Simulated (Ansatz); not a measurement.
Write a Python script for Ansatz 0.2.0, Python API that makes a short molecular-dynamics run of SrC2, space group R-3m. Settings: LDA, PAW, cutoff 517 eV, Gaussian smearing of 0.15 eV.

```
Sr C
1.0
     2.51733    1.45338    2.30666
    -2.51733    1.45338    2.30666
     0.00000   -2.90676    2.30666
Sr C
1 2
Direct
  0.00000 0.00000 0.00000
  0.59156 0.59156 0.59156
  0.40844 0.40844 0.40844
```

`src2_md.py`
```python
"""A few tens of MD steps for SrC2."""

import ansatz as az
import numpy as np

system = (
    az.Lattice.of([2.517326, 1.453379, 2.306662], [-2.517326, 1.453379, 2.306662], [0.0, -2.906757, 2.306662])
    .atom("Sr", [0.0, 0.0, 0.0])
    .atom("C", [0.591558, 0.591558, 0.591558])
    .atom("C", [0.408442, 0.408442, 0.408442])
)

# a small cell and a short run: a test of the set-up, no statistics
model = (
    system.supercell(1, 1, 2).calculation()
    .basis(19 * az.Ha)
    .kpoints(spacing=1.0)
    .occupations(az.OccupationsMethod.GAUSSIAN, width=150 * az.meV)
    .functional("lda")
    .md("nve", timestep=2.0, steps=10, temperature=1200, initial_velocities="maxwell_boltzmann", seed=318)
)
steps = []


def collect(event):
    if event["event"] == "md_step":
        steps.append(event["data"])


result = model.session().plan().execute(on_event=collect)
rep = result.report

print(" step   t (fs)     E_pot (eV)   E_kin (eV)    T (K)")
for s in steps[::1]:
    print(f"{s['step']:5d} {s['time_fs']:8.1f} {s['lagrangian_ev']:14.4f} {s['e_kin_ev']:12.4f} {s['temperature_k']:8.1f}")

temperature = np.array([s["temperature_k"] for s in steps])
print(f"mean temperature of the second half {temperature[len(steps) // 2 :].mean():.1f} K")

kept = np.array([s["conserved_ev"] for s in steps], float)
print(f"conserved energy drifts by {1000 * (kept[-1] - kept[0]) / len(result.lattice.sites):+.3f} meV/atom")

with open("trajectory.xyz", "w") as handle:
    for s in steps[::5]:
        handle.write(f"{len(s['positions_ang'])}\nt = {s['time_fs']} fs\n")
        for site, xyz in zip(result.lattice.sites, s["positions_ang"]):
            handle.write("{} {:.4f} {:.4f} {:.4f}\n".format(site.symbol, *xyz))
```

```console
$ python src2_md.py
DeckWarning: md: disabling space-group detection — thermal motion breaks the input geometry's symmetry, so no spatial operation reduces the k-mesh or symmetrises the density; time reversal is kept, so that k and −k are solved as one point where they differ and the mesh holds both, and exact exchange and, on two spinor [...]
 step   t (fs)     E_pot (eV)   E_kin (eV)    T (K)
    0      0.0     -7858.4844       0.7756   1200.0
    1      2.0     -7858.5112       0.7993   1236.7
    2      4.0     -7858.5063       0.7951   1230.2
    3      6.0     -7858.4793       0.7718   1194.2
    4      8.0     -7858.4792       0.7709   1192.8
    5     10.0     -7858.4946       0.7826   1210.9
    6     12.0     -7858.4778       0.7665   1186.0
    7     14.0     -7858.4387       0.7306   1130.4
    8     16.0     -7858.4231       0.7154   1106.9
    9     18.0     -7858.4369       0.7262   1123.7
   10     20.0     -7858.4370       0.7248   1121.4
mean temperature of the second half 1146.6 K
conserved energy drifts by -0.577 meV/atom
```
(Warnings from the package without file and line, shortened.)

File `trajectory.xyz` afterwards:
```text
6
t = 0.0 fs
Sr 0.0000 0.0000 0.0000
C 0.0000 0.0000 4.0936
C 0.0000 0.0000 2.8264
Sr 0.0000 -2.9068 2.3067
C 0.0000 -2.9068 6.4002
C 0.0000 -2.9068 5.1331
6
t = 10.0 fs
Sr 0.0252 0.0114 -0.0410
C -0.1253 0.0561 4.0413
C 0.0223 0.1630 2.8086
Sr -0.0112 -2.9549 2.3596
C 0.0446 -2.8016 6.3708
C -0.0433 -2.9633 5.1458
6
t = 20.0 fs
Sr 0.0504 0.0205 -0.0801
C -0.2473 0.1009 3.9936
C 0.0381 0.3199 2.8015
Sr -0.0220 -3.0014 2.4099
C 0.0873 -2.6878 6.3437
C -0.0848 -3.0063 5.1458
```

Total energies depend on the potentials; only differences at equal settings carry meaning. The structure comes from a database of computed cells and needn't be a stable or known phase. A small cell, a coarse mesh and a very short run: it shows the set-up and gives no equilibrium averages. The whole script took 6.3 s on 1 thread of Arm Neoverse V2 (shared host), peak memory 0.37 GiB.

(Lines on the test bed's own set-up are left out of the output.)
